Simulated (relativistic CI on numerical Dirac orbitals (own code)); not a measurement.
# Cd XVI (Cd¹⁵⁺): levels and lines

What are the lowest levels and the strongest lines of Cd¹⁵⁺? One CI run answers it; further runs change one setting each.

The numbers are computed with relativistic CI on numerical Dirac orbitals (own code) version 4 (Dirac-Coulomb-Breit CI, KLI orbitals optimised for each configuration, model QED (radiative potential, 1s self-energy scaled to tabulated hydrogen-like ionisation energies)), except any that are marked as measured or tabulated.

## Step 1: The atom as given

```
ion                       : Cd¹⁵⁺ (Cd XVI)
nuclear charge            : 48
electrons                 : 33
isotope                   : A = 114
first configuration typed : [Ar] 3d10 4s2 4p3
```

Outer shells as boxes (Hund's rule):

first configuration typed
```
[Ar] core
3d [↑↓][↑↓][↑↓][↑↓][↑↓]
4s [↑↓]
4p [↑ ][↑ ][↑ ]
```

## Step 2: CI with the chosen configurations

The run's settings:

```ini
atom Cd  Z=48  charge=15  electrons=33
nucleus A=114  rms_radius_fm=4.6087
hamiltonian dirac-coulomb  breit=on  qed=on  c_scale=1
orbitals kli  potential=per-configuration
slater_scale 1
correlation none
mixing on
configurations
  [Ar] 3d10 4s2 4p3
  [Ar] 3d10 4s 4p4
  [Ar] 3d10 4p5
  [Ar] 3d10 4s2 4p2 4d
  [Ar] 3d10 4s 4p3 4d
  [Ar] 3d10 4s2 4p2 4f
  [Ar] 3d10 4s 4p3 4f
  [Ar] 3d10 4p4 4d
  [Ar] 3d10 4s 4p2 4d2
  [Ar] 3d10 4s2 4p2 5s
  [Ar] 3d10 4s2 4p 4d 4f
  [Ar] 3d10 4p4 4f
  [Ar] 3d10 4s2 4p2 5p
  [Ar] 3d10 4p4 5s
  [Ar] 3d10 4s 4p3 5s
  [Ar] 3d10 4s 4p2 4d 5s
  [Ar] 3d10 4s2 4p2 5d
  [Ar] 3d10 4s 4p3 5p
  [Ar] 3d10 4s2 4p 4f 5s
  [Ar] 3d10 4p3 4d 4f
  [Ar] 3d10 4s2 4p2 5f
  [Ar] 3d10 4s2 4p2 6s
  [Ar] 3d10 4s 4p2 4f2
  [Ar] 3d10 4s2 4p2 5g
  [Ar] 3d10 4s 4p3 5d
  [Ar] 3d10 4s2 4p2 6p
  [Ar] 3d10 4s 4p2 5s2
  [Ar] 3d10 4s2 4p 4d2
  [Ar] 3d10 4s2 4d3
  [Ar] 3d10 4s 4p 4d3
  [Ar] 3d10 4s2 4d2 4f
  [Ar] 3d10 4s 4p 4d2 4f
  [Ar] 3d10 4s2 4d2 5s
  [Ar] 3d10 4p3 4d2
  [Ar] 3d10 4p2 4d3
  [Ar] 3d10 4p2 4d2 4f
  [Ar] 3d10 4p2 4d2 5s
  [Ar] 3d10 4s2 4p 4f2
  [Ar] 3d10 4s2 4d 4f2
  [Ar] 3d10 4s 4p 4d 4f2
  [Ar] 3d10 4s2 4f3
  [Ar] 3d10 4s 4p 4f3
  [Ar] 3d10 4s2 4f2 5s
  [Ar] 3d10 4p3 4f2
  [Ar] 3d10 4p2 4d 4f2
  [Ar] 3d10 4p2 4f3
  [Ar] 3d10 4p2 4f2 5s
  [Ar] 3d10 4s2 4p 4d 5s
  [Ar] 3d10 4s 4p 4d2 5s
  [Ar] 3d10 4s2 4d 4f 5s
  [Ar] 3d10 4s 4p 4d 4f 5s
  [Ar] 3d10 4s2 4d 5s2
  [Ar] 3d10 4s 4p2 4d 4f
  [Ar] 3d10 4s2 4p 5s2
  [Ar] 3d10 4s 4p 4d 5s2
  [Ar] 3d10 4s2 4f 5s2
  [Ar] 3d10 4s 4p 4f 5s2
  [Ar] 3d10 4p3 4d 5s
  [Ar] 3d10 4p2 4d 4f 5s
  [Ar] 3d10 4p2 4d 5s2
  [Ar] 3d10 4s 4p2 4f 5s
  [Ar] 3d10 4s 4p 4f2 5s
end
```

Command:

```console
$ python run_levels.py task.json out
```

The settings of every run stand in task.json; they run in order.

## Step 3: One common potential

The settings differ from step 2 so:

```diff
@@ -3,3 +3,3 @@
 hamiltonian dirac-coulomb  breit=on  qed=on  c_scale=1
-orbitals kli  potential=per-configuration
+orbitals kli  potential=mean
 slater_scale 1
```

## Step 4: Non-relativistic limit (c × 1000)

The settings differ from step 3 so:

```diff
@@ -2,4 +2,4 @@
 nucleus A=114  rms_radius_fm=4.6087
-hamiltonian dirac-coulomb  breit=on  qed=on  c_scale=1
-orbitals kli  potential=mean
+hamiltonian dirac-coulomb  breit=off  qed=off  c_scale=1000
+orbitals kli  potential=per-configuration
 slater_scale 1
```

(Steps that only read results are left out.)

Before running it: what results should come out? Wanted: lowest level; first excitation; lowest level of the other parity; fastest E1 line; ionisation energy.

As calculated:

| run | time | mean size of shift, levels followed (cm⁻¹) | lowest level | ionisation energy (eV) |
| --- | --- | --- | --- | --- |
| main run | 14 s | 0 | 4p3 [4p3/2] J=3/2° | 385.57 |
| one common potential | 11 s | 21.5 | 4p3 [4p3/2] J=3/2° | - |
| non-relativistic limit (c × 1000) | 11 s | 60005 | 4p3 4S°3/2 | - |

The tabulated theoretical ionisation energy (NIST) is 385 eV.

| quantity | value |
| --- | --- |
| lowest level | 4p3 [4p3/2] J=3/2° |
| first excitation | 4p3 [4p1/2 4p3/2^2] J=3/2°, 51104 cm⁻¹ |
| lowest level of the other parity | 4s 4p4 4P5/2, 347955 cm⁻¹ |
| levels in the model | 11695 |
| fastest E1 line (by rate) to the lowest level among the lowest 400 of 11695 levels | 15.54 nm, from 4p2 4d 4P5/2 |
| ionisation energy | 385.57 eV |
| ionisation energy, tabulated theoretical (NIST) | 385 eV |

What this shows: The lowest level is 4p3 [4p3/2] J=3/2°, 59 % pure in LS and 83 % in jj coupling; over the low levels the means are 69 and 72 %, so they are in intermediate coupling. The ionisation energy agrees with the tabulated theoretical value within its uncertainty of 3 eV. Of the changes tried, the run «non-relativistic limit (c × 1000)» moves the low levels most, by 60005 cm⁻¹ on average. Lifetimes count radiative decay inside the model alone.
